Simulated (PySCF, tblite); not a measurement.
# CH₁₂OSSi₅: geometry, infrared bands and NMR shifts

Wanted: the infrared bands and NMR shifts of CH₁₂OSSi₅ (`O[Si@H]1SC[SiH2][Si]1([SiH3])[SiH3]`), by calculation.

The runs use tblite 0.8.0 and PySCF 2.14.0, with density-fitted response routines of our own; the level of theory stands in each step. All values are computed, except where a source is named. Atoms are numbered from 0 throughout.

### Step 1. The molecule as given

20 atoms, charge 0, multiplicity 1; geometry from: force field or distance geometry start.

Bonds of the start (Å): O0–Si1 1.69, Si1–S2 2.16, S2–C3 1.80, C3–Si4 1.83, Si4–Si5 2.24, Si5–Si6 2.21, Si5–Si7 2.22, Si5–Si1 2.24, O0–H8 1.00, Si1–H9 1.47, C3–H10 1.11, C3–H11 1.12, Si4–H12 1.48, Si4–H13 1.47, Si6–H14 1.49, Si6–H15 1.46, Si6–H16 1.47, Si7–H17 1.47, Si7–H18 1.48, Si7–H19 1.48.

### Step 2. Relaxing the molecule with GFN2-xTB

What the job is given:

```
{"job": {"kind": "relax", "xc": "GFN2-xTB", "basis": "xTB"}, "charge": 0, "multiplicity": 1}
O     -0.640100    -2.382100     1.900200
Si     0.425000    -1.164700     1.399600
S      1.996000    -1.896400     0.106200
C      2.692200    -0.422200    -0.665500
Si     1.354800     0.679800    -1.248100
Si    -0.502000     0.246200    -0.072400
Si    -1.304600     2.036500     0.953100
Si    -2.001500    -0.775500    -1.355700
H     -1.027300    -2.098900     2.780800
H      1.078700    -0.458500     2.504800
H      3.367000    -0.723600    -1.495200
H      3.344000     0.052000     0.106400
H      1.734500     2.065000    -0.878000
H      1.104000     0.619500    -2.691600
H     -1.841100     1.608300     2.270200
H     -2.456700     2.505600     0.196500
H     -0.295600     3.084700     1.189300
H     -2.734900    -1.773000    -0.561600
H     -1.367200    -1.419600    -2.523000
H     -2.930600     0.227500    -1.918900
```

Run with:

```console
$ OMP_NUM_THREADS=1 python probes_run.py task.json out
```

One launch serves the whole session: the jobs run in the order shown.

**Question.** This job is followed by: GFN2-xTB harmonic vibrations, gas phase; GIAO PBE0/pcSseg-1 NMR shielding, non-relativistic, gas phase. What will the session give for the following? strongest single infrared mode (GFN2-xTB); zero-point energy (GFN2-xTB); ¹³C shifts against TMS (PBE0/pcSseg-1); ¹H shifts against TMS (PBE0/pcSseg-1, means over atoms taken as alike); ¹⁷O shifts against H2O (PBE0/pcSseg-1); ²⁹Si shifts against TMS (PBE0/pcSseg-1); ³³S shifts against CS2 (PBE0/pcSseg-1); surface potential, 1st and 99th percentile.

The runs gave:

| quantity | value |
| --- | --- |
| strongest single infrared mode (GFN2-xTB) | 745 cm⁻¹, 1017 km/mol |
| zero-point energy (GFN2-xTB) | 72.6 kcal/mol |
| ¹³C shifts against TMS (PBE0/pcSseg-1) | 15.7 ppm |
| ¹H shifts against TMS (PBE0/pcSseg-1, means over atoms taken as alike) | 6.46, 4.38, 4.17, 3.80, 3.63, 2.36, 1.80, 1.50 ppm |
| ¹⁷O shifts against H2O (PBE0/pcSseg-1) | 33.1 ppm |
| ²⁹Si shifts against TMS (PBE0/pcSseg-1) | 25.5, -45.5, -103.3, -110.0, -153.4 ppm |
| ³³S shifts against CS2 (PBE0/pcSseg-1) | -105 ppm |
| surface potential, 1st and 99th percentile | -1.01 V and 1.97 V |

**Reading.** Relaxing lowered the energy by 1.114 eV in 149 steps; the close pair that moved most is Si5–Si7, from 2.222 to 2.349 Å. All 54 modes are real, so the xTB geometry is a minimum. The strongest single mode, at 745 cm⁻¹, has its largest shares on H17, H19, H18 and H15 (the list is cut at 4 atoms). GFN2-xTB is a fitted tight-binding method: band positions and strengths are rough. Its intensities can rank the bands wrongly. At PBE0/pcSseg-1: The largest span, 223 ppm, is at S2, where the paramagnetic term is -450 ppm. By nearest atom (PBE0/pcSseg-1), the HOMO sits on S2 71 % and the LUMO on Si5 19 %; Si1 15 %.
